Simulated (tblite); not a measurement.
# C4H8AsGaO2: the cost of one run

The runs use tblite 0.8.0 and PySCF 2.14.0, with density-fitted response routines of our own; the level of theory stands in each step. All values are computed, except where a source is named. Atoms are numbered from 0 throughout.

**1. Starting geometry**

16 atoms, charge 0, multiplicity 1; geometry from: force field or distance geometry start.

Bonds of the start (Å): C0–C1 1.31, C1–Ga2 1.98, Ga2–As3 2.46, C1–C4 1.47, C4–O5 1.27, C4–C6 1.45, C6–O7 1.25, C0–H8 1.06, C0–H9 1.09, Ga2–H10 1.63, Ga2–H11 1.58, As3–H12 1.57, As3–H13 1.57, As3–H14 1.57, C6–H15 1.11.

**2. Optimising the geometry with GFN2-xTB**

Job settings and geometry (Å):

```
{"job": {"kind": "relax", "xc": "GFN2-xTB", "basis": "xTB"}, "charge": 0, "multiplicity": 1}
C     -0.637000     1.522500    -1.357000
C     -0.764500     0.525500    -0.509600
Ga     0.497100    -1.000500    -0.634100
As     2.665900    -0.412800     0.356300
C     -1.816400     0.599000     0.513200
O     -2.573400     1.618900     0.510600
C     -2.045500    -0.434600     1.501400
O     -1.361600    -1.480400     1.598600
H     -1.303400     2.347600    -1.295900
H      0.143700     1.469700    -2.111600
H      0.804100    -1.148600    -2.231000
H     -0.098000    -2.385200    -0.146900
H      2.616300    -0.688100     1.897300
H      3.722300    -1.327700    -0.364300
H      3.016400     1.079000     0.031500
H     -2.873700    -0.275300     2.230000
```

Started as:

```sh
$ OMP_NUM_THREADS=1 python probes_run.py task.json out
```

The driver reads the jobs from task.json and runs them one after another.

Q: Estimate the wall time and peak memory of this first job on 1 thread of Intel Xeon at 2.70GHz, shared host.

About 2.3 s, with a peak of 0.18 GiB.
